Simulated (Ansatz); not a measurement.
# SiHTeCl3 (SMILES Cl[Si](Cl)(Cl)[TeH]): a chain of runs

Wanted: a series of 28 runs (CCSD(T)/def2-SVP, MP2/def2-SVP, PBE/def2-SVP, UHF/def2-SVP) of Cl3HSiTe. 

The results are computed with Ansatz 0.2.0.

## 1. The structure to begin with

SiHTeCl3 has 6 atoms, charge 0, and is taken as a singlet. As SMILES, `Cl[Si](Cl)(Cl)[TeH]`. The Te5–Si2 distance was set to 2.222 Å, away from the relaxed value.

Bond lengths: Cl1–Si2 2.036 Å, Si2–Cl3 2.037 Å, Si2–Cl4 2.036 Å, Si2–Te5 2.222 Å, Te5–H6 1.658 Å. Angles: Cl1–Si2–Cl3 109.0°, Cl1–Si2–Cl4 107.0°, Cl1–Si2–Te5 112.8°, Cl3–Si2–Cl4 109.0°, Cl3–Si2–Te5 106.2°, Cl4–Si2–Te5 112.8°, Si2–Te5–H6 90.2°.

## 2. Energy and forces at CCSD(T)/def2-SVP (core potential) (run 1)

The input, run.yaml:

```yaml
crystal:
  periodic: [false, false, false]
  atoms:
    - {symbol: Cl, position_ang: [-0.709011, -0.800757, 1.723326]}
    - {symbol: Si, position_ang: [0.257489, -0.234757, 0.023026]}
    - {symbol: Cl, position_ang: [2.198089, -0.843357, 0.130526]}
    - {symbol: Cl, position_ang: [-0.651411, -1.192557, -1.526774]}
    - {symbol: Te, position_ang: [0.315000, 1.970200, -0.241400]}
    - {symbol: H, position_ang: [-1.342500, 2.016800, -0.272400]}
basis:
  gaussian:
    orbitals: def2-SVP
correlation:
  method: ccsd_t
output:
  forces: true
```

Run with:

```
$ ansatz run run.yaml --threads 1 --pin off --max-ram 2610MiB --events-out events.jsonl --progress --plain --runs-dir runs
```

Output:

```text
Warning: RAYON_NUM_THREADS=1 ignored (pool sized by the plan → 1); use --threads N
[... 11 lines left out ...]
24 core orbitals not correlated: weight in the atoms' cores, before any rotation towards them, 1.000 or more for the frozen orbitals, at most 0.000 for the correlated occupied ones
[... 13 lines left out ...]
Total energy: -52662.14373129 eV, -1935.2980864419 hartree
[... 6 lines left out ...]
Dipole moment:    -0.072619     0.296224    -0.036794 e Å
```

It took 85 s on 1 thread of Arm Neoverse V2, shared host; peak memory 0.51 GiB.

## 3. The distorted shape: a single-point energy at CCSD(T)/def2-SVP (core potential) (run 2)

The input, run.yaml:

```yaml
crystal:
  periodic: [false, false, false]
  atoms:
    - {symbol: Cl, position_ang: [-0.712206, -0.923238, 1.738014]}
    - {symbol: Si, position_ang: [0.254294, -0.357238, 0.037714]}
    - {symbol: Cl, position_ang: [2.194894, -0.965838, 0.145214]}
    - {symbol: Cl, position_ang: [-0.654606, -1.315038, -1.512086]}
    - {symbol: Te, position_ang: [0.315000, 1.970200, -0.241400]}
    - {symbol: H, position_ang: [-1.342500, 2.016800, -0.272400]}
basis:
  gaussian:
    orbitals: def2-SVP
correlation:
  method: ccsd_t
```

Run with:

```
$ ansatz run run.yaml --threads 1 --pin off --max-ram 2610MiB --events-out events.jsonl --progress --plain --runs-dir runs
```

Output (excerpt; [...] marks lines left out):

```text
Warning: RAYON_NUM_THREADS=1 ignored (pool sized by the plan → 1); use --threads N
Functional definition: HF
  name "HF"
[...]
1026 factors; integrals over basis functions are off by at most 8.7e-4 eV
[...]
mean field -52644.33960465 eV, -1934.6437968559 hartree, gradient 5.9e-6 eV, S^2 0.000000; 0 other end points of the search recorded, 0 dependent functions left out
24 core orbitals not correlated: weight in the atoms' cores, before any rotation towards them, 1.000 or more for the frozen orbitals, at most 0.000 for the correlated occupied ones
reference -52644.33960465 eV, -1934.6437968559 hartree; 21, 21 occupied and 58, 58 virtual orbitals, 1026 factors
second order -16.50769148 eV of doubles, -0.00000000 eV of singles
cycle   1  -17.39817407 eV  change   -8.9e-1 eV  update   8.8e-2
[...]
cycle   8  -17.81607895 eV  change   -3.4e-5 eV  update   2.7e-5
perturbative correction -0.45156683 eV, -0.0165947748 hartree
Total energy: -52662.60725043 eV, -1935.3151204559 hartree
```

Run time: 17 s. Hardware: 1 thread of Arm Neoverse V2, shared host; peak memory 0.38 GiB.

Runs 3 to 26 aren't shown in full; the table further down has their settings and results.

## 4. The distorted shape: energy and gradient at UHF/def2-SVP (core potential) (run 27)

The input, in.yaml:

```yaml
crystal:
  periodic: [false, false, false]
  atoms:
    - symbol: Cl
      position_ang: [-0.728179, -1.535643, 1.811456]
    - symbol: Si
      position_ang: [0.238321, -0.969643, 0.111156]
    - symbol: Cl
      position_ang: [2.178921, -1.578243, 0.218656]
    - symbol: Cl
      position_ang: [-0.670579, -1.927443, -1.438644]
    - symbol: Te
      position_ang: [0.315000, 1.970200, -0.241400]
    - symbol: H
      position_ang: [-1.342500, 2.016800, -0.272400]
basis:
  gaussian: {orbitals: def2-SVP}
magnetization: {spin_polarized: true}
hamiltonian: {xc: hf}
output: {forces: true}
```

Run with:

```
$ ansatz run in.yaml --threads 1 --pin off --max-ram 2610MiB --events-out events.jsonl --progress --plain --runs-dir runs
```

Output (excerpt; [...] marks lines left out):

```text
Warning: RAYON_NUM_THREADS=1 ignored (pool sized by the plan → 1); use --threads N
Functional definition: HF
  name "HF"
[...]
1028 factors; integrals over basis functions are off by at most 9.0e-4 eV
[...]
mean field -52643.70820765 eV, -1934.6205934442 hartree, gradient 9.3e-6 eV, S^2 0.000000; 0 other end points of the search recorded, 0 dependent functions left out
[...]
reference -52643.70820765 eV, -1934.6205934442 hartree; 45, 45 occupied and 58, 58 virtual orbitals, 1028 factors
Total energy: -52643.70820765 eV, -1934.6205934442 hartree
Atom 0 at    -0.728179    -1.535643     1.811456 Å, force    -0.083357     0.143272     0.182936 eV/Å
Atom 1 at     0.238321    -0.969643     0.111156 Å, force     0.117770     2.277548    -0.271752 eV/Å
Atom 2 at     2.178921    -1.578243     0.218656 Å, force     0.198933     0.014673     0.001995 eV/Å
Atom 3 at    -0.670579    -1.927443    -1.438644 Å, force    -0.077021     0.095237    -0.215071 eV/Å
Atom 4 at     0.315000     1.970200    -0.241400 Å, force    -0.327120    -2.567603     0.303791 eV/Å
Atom 5 at    -1.342500     2.016800    -0.272400 Å, force     0.170795     0.036874    -0.001899 eV/Å
Dipole moment:    -0.072637     0.095416    -0.012661 e Å
```

Wall time 8.7 s (1 thread of Arm Neoverse V2, shared host); peak memory 0.38 GiB.

## 5. The distorted shape: energy and gradient at UHF/def2-SVP (core potential) (run 28)

The input, molecule.yaml:

```yaml
crystal:
  periodic: [false, false, false]
  atoms:
    - {symbol: Cl, position_ang: [-0.734571, -1.780704, 1.840844]}
    - {symbol: Si, position_ang: [0.231929, -1.214704, 0.140544]}
    - {symbol: Cl, position_ang: [2.172529, -1.823304, 0.248044]}
    - {symbol: Cl, position_ang: [-0.676971, -2.172504, -1.409256]}
    - {symbol: Te, position_ang: [0.315000, 1.970200, -0.241400]}
    - {symbol: H, position_ang: [-1.342500, 2.016800, -0.272400]}
basis:
  gaussian:
    orbitals: def2-SVP
magnetization:
  spin_polarized: true
  initial_magnetization: 0
hamiltonian:
  xc: hf
output: {forces: true}
```

Run with:

```
$ ansatz run molecule.yaml --threads 1 --pin off --max-ram 2610MiB --events-out events.jsonl --progress --plain --runs-dir runs
```

Output (excerpt; [...] marks lines left out):

```text
Warning: RAYON_NUM_THREADS=1 ignored (pool sized by the plan → 1); use --threads N
Functional definition: HF
  name "HF"
[...]
1030 factors; integrals over basis functions are off by at most 9.1e-4 eV
[...]
mean field -52643.18016028 eV, -1934.6011880611 hartree, gradient 1.9e-5 eV, S^2 0.406809; 2 other end points of the search recorded, 0 dependent functions left out
[...]
reference -52643.18016028 eV, -1934.6011880611 hartree; 45, 45 occupied and 58, 58 virtual orbitals, 1030 factors
Total energy: -52643.18016028 eV, -1934.6011880611 hartree
Atom 0 at    -0.734571    -1.780704     1.840844 Å, force    -0.113665     0.114287     0.273884 eV/Å
Atom 1 at     0.231929    -1.214704     0.140544 Å, force     0.024534     1.310553    -0.157045 eV/Å
Atom 2 at     2.172529    -1.823304     0.248044 Å, force     0.256426     0.034629     0.000683 eV/Å
Atom 3 at    -0.676971    -2.172504    -1.409256 Å, force    -0.104296     0.045370    -0.297509 eV/Å
Atom 4 at     0.315000     1.970200    -0.241400 Å, force    -0.224052    -1.490044     0.175783 eV/Å
Atom 5 at    -1.342500     2.016800    -0.272400 Å, force     0.161053    -0.014797     0.004203 eV/Å
Dipole moment:    -0.064545     0.132976    -0.017035 e Å
```

It took 16 s on 1 thread of Arm Neoverse V2, shared host; peak memory 0.37 GiB.

## 6. The series

| run | level | task | frozen core orbitals | bond length | energy (Eh) | wall time |
| --- | --- | --- | --- | --- | --- | --- |
| 1 | CCSD(T)/def2-SVP (core potential) | gradient | 24 | 2.2215 | -1935.298086 | 85 s |
| 2 | CCSD(T)/def2-SVP (core potential) | energy | 24 | 2.3449 | -1935.315120 | 17 s |
| 3 | CCSD(T)/def2-SVP (core potential) | energy | 24 | 2.4683 | -1935.320980 | 18 s |
| 4 | CCSD(T)/def2-SVP (core potential) | energy | 24 | 2.5917 | -1935.319727 | 18 s |
| 5 | CCSD(T)/def2-SVP (core potential) | gradient | 24 | 2.7151 | -1935.314105 | 85 s |
| 6 | CCSD(T)/def2-SVP (core potential) | energy | 24 | 2.9619 | -1935.296595 | 18 s |
| 7 | CCSD(T)/def2-SVP (core potential) | energy | 24 | 3.2088 | -1935.277191 | 19 s |
| 8 | MP2/def2-SVP (core potential) | energy | 24 | 2.2215 | -1935.234110 | 3 s |
| 9 | MP2/def2-SVP (core potential) | energy | 24 | 2.3449 | -1935.250443 | 3 s |
| 10 | MP2/def2-SVP (core potential) | gradient | 24 | 2.4683 | -1935.255612 | 7.2 s |
| 11 | MP2/def2-SVP (core potential) | gradient | 24 | 2.5917 | -1935.253655 | 7.2 s |
| 12 | MP2/def2-SVP (core potential) | gradient | 24 | 2.7151 | -1935.247288 | 7.2 s |
| 13 | MP2/def2-SVP (core potential) | energy | 24 | 2.9619 | -1935.228052 | 3.3 s |
| 14 | MP2/def2-SVP (core potential) | gradient | 24 | 3.2088 | -1935.206432 | 7.5 s |
| 15 | PBE/def2-SVP (core potential) | energy | – | 2.2215 | -1937.608325 | 2.8 s |
| 16 | PBE/def2-SVP (core potential) | energy | – | 2.3449 | -1937.624437 | 3.3 s |
| 17 | PBE/def2-SVP (core potential) | gradient | – | 2.4683 | -1937.630147 | 3.6 s |
| 18 | PBE/def2-SVP (core potential) | energy | – | 2.5917 | -1937.629235 | 2.7 s |
| 19 | PBE/def2-SVP (core potential) | gradient | – | 2.7151 | -1937.624228 | 3.6 s |
| 20 | PBE/def2-SVP (core potential) | gradient | – | 2.9619 | -1937.608152 | 3.6 s |
| 21 | PBE/def2-SVP (core potential) | gradient | – | 3.2088 | -1937.589796 | 3.9 s |
| 22 | UHF/def2-SVP (core potential) | energy | – | 2.2215 | -1934.626444 | 3.6 s |
| 23 | UHF/def2-SVP (core potential) | energy | – | 2.3449 | -1934.643797 | 3.9 s |
| 24 | UHF/def2-SVP (core potential) | gradient | – | 2.4683 | -1934.649522 | 5.1 s |
| 25 | UHF/def2-SVP (core potential) | energy | – | 2.5917 | -1934.647712 | 3.9 s |
| 26 | UHF/def2-SVP (core potential) | energy | – | 2.7151 | -1934.641135 | 3.9 s |
| 27 | UHF/def2-SVP (core potential) | gradient | – | 2.9619 | -1934.620593 | 8.7 s |
| 28 | UHF/def2-SVP (core potential) | gradient | – | 3.2088 | -1934.601188 | 16 s |

## 7. What came out

| quantity | value |
| --- | --- |
| distorted shape, run 28: total energy | -1934.60119 Eh |
| distorted shape, run 28: dipole moment | 0.71 D |
| distorted shape, run 28: ⟨S²⟩ | 0.407 |
| distorted shape, run 28: largest force on an atom | 1.517 eV/Å |

In words: Below the UHF energy at the same shape and in the same basis (def2-SVP): CCSD(T) -676.0 mEh; MP2 -605.2 mEh. Some of these start from another determinant than that one, so these aren't their correlation energies. Over runs 14, 21, 28 the dipole moment (its size) runs from 0.40 D (PBE/def2-SVP) to 0.71 D (UHF/def2-SVP). The two dipoles point in opposite directions. In runs 7, 14 the log says that unrestricted orbitals would lower the reference, so the values rest on an unstable closed-shell determinant (other closed-shell runs at this shape may share the fault). Spin contamination of the reference: run 28 ⟨S²⟩ = 0.41. All runs together took 6.1 min, the longest 85 s.
